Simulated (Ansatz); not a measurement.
Crystal: BiTe.

```xyz
2
Lattice="0.0000 3.2350 3.2350 3.2350 0.0000 3.2350 3.2350 3.2350 0.0000" Properties=species:S:1:pos:R:3 pbc="T T T"
Bi    0.0000    0.0000    0.0000
Te    3.2350    3.2350    3.2350
```

- Program: Ansatz 0.2.0
- Task: relaxation of cell and atoms
- Functional: PBEsol
- Potentials or basis: all-electron LAPW, scalar-relativistic
- Basis error allowed: 0.001 eV/atom
- k mesh: 7 × 7 × 7
- Occupations: fermi-dirac, width 0.05 eV
- Spin: no spin polarisation

At the start: volume 33.86 Å³/atom.

**Question.** Where does the relaxation end?

**Answer.** Over 4 steps the energy falls by 5.1 meV/atom and the volume is 32.85 Å³/atom (-3.0 %); space group Fm-3m (No. 225, to 0.05 Å).

The path:
| step | energy change (eV) | largest force (eV/Å) | volume (Å³) |
| --- | --- | --- | --- |
| 1 | 0.0000 | 0.0000 | 67.71 |
| 2 | -0.0076 | 0.0000 | 64.65 |
| 3 | -0.0101 | 0.0000 | 65.70 |
| 4 | -0.0101 | 0.0000 | 65.70 |

Final structure:
```cif
data_structure
_symmetry_space_group_name_H-M 'P 1'
_symmetry_Int_Tables_number 1
_cell_length_a 4.5293
_cell_length_b 4.5293
_cell_length_c 4.5293
_cell_angle_alpha 60.000
_cell_angle_beta 60.000
_cell_angle_gamma 60.000
_cell_volume 65.70
loop_
_atom_site_label
_atom_site_type_symbol
_atom_site_fract_x
_atom_site_fract_y
_atom_site_fract_z
_atom_site_occupancy
Bi1 Bi 0.00000 0.00000 0.00000 1
Te1 Te 0.50000 0.50000 0.50000 1
```
